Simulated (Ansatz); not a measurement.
# C2H3I, SMILES C=CI: a rigid scan of one bond length

Computed with the Python package of Ansatz (0.2.0).

Interactive session:
```pycon
>>> import ansatz as az
>>> from ase import Atoms
>>> import numpy as np
>>> BASIS_SET = "def2-SVP"
>>> XC = "pbe"
>>> atoms = Atoms(["C", "C", "I", "H", "H", "H"], positions=[
...     [-0.62363, 0.07451, -0.45395],
...     [0.36705, 0.15983, 0.40551],
...     [1.85594, -1.31809, 0.60698],
...     [-0.74658, -0.76119, -1.1213],
...     [-1.36072, 0.85836, -0.51777],
...     [0.50793, 0.98657, 1.08053],
... ])
>>> mol = az.Crystal.molecule_from_ase(atoms)
>>> symbols = [site.symbol for site in mol.cartesian_sites]
>>> start = np.array([site.position_ang for site in mol.cartesian_sites])
>>> axis = (start[2] - start[1]) / np.linalg.norm(start[2] - start[1])
>>> moving = [2]
>>> lengths, energies = [1.855, 1.939, 2.023, 2.108, 2.192, 2.276, 2.36, 2.487], []
>>> for length in lengths:
...     xyz = start.copy()
...     xyz[moving] += (length - np.linalg.norm(start[2] - start[1])) * axis
...     point = az.Crystal.molecule()
...     for symbol, place in zip(symbols, xyz):
...         point = point.atom(symbol, place.tolist())
...     job = (
...         point.calculation()
...         .basis(gaussian=BASIS_SET)
...         .functional(XC)
...     )
...     report = job.run().report
...     energies.append(report["free_energy_ev"])
...     print(f"r = {length:6.3f} A  E = {energies[-1]:.5f} eV  <S^2> = {abs(report['mean_field']['state']['spin_squared']):.3f}")
...
r =  1.855 A  E = -10217.20051 eV  <S^2> = 0.000
r =  1.939 A  E = -10217.65954 eV  <S^2> = 0.000
r =  2.023 A  E = -10217.89196 eV  <S^2> = 0.000
r =  2.108 A  E = -10217.96590 eV  <S^2> = 0.000
r =  2.192 A  E = -10217.92887 eV  <S^2> = 0.000
r =  2.276 A  E = -10217.81763 eV  <S^2> = 0.000
r =  2.360 A  E = -10217.65746 eV  <S^2> = 0.000
r =  2.487 A  E = -10217.36148 eV  <S^2> = 0.000
>>> # quartic fit about the minimum
>>> fit = np.polynomial.Polynomial.fit(lengths, np.array(energies) - min(energies), 4).convert()
>>> roots = [r.real for r in fit.deriv().roots() if abs(r.imag) < 1e-9 and fit.deriv(2)(r.real) > 0]
>>> r_e = min(roots, key=lambda r: abs(r - lengths[int(np.argmin(energies))]))
>>> print(f"minimum of the fit at {r_e:.4f} A, force constant {fit.deriv(2)(r_e):.2f} eV/A^2")
minimum of the fit at 2.1153 A, force constant 15.04 eV/A^2
```

Reading the output:
- Total energies depend on the basis set; only differences at equal settings carry meaning.
- The rest of the molecule is held rigid at a force-field or estimated start geometry, and the basis set is modest; single-reference methods fail as a bond breaks.
- def2 sets replace the cores of elements past krypton by effective core potentials.
- The orbitals are restricted, so S² is zero by construction.
- Run time: 8.3 s on 1 thread of Arm Neoverse V2, with other jobs on the host, peak memory 0.17 GiB.
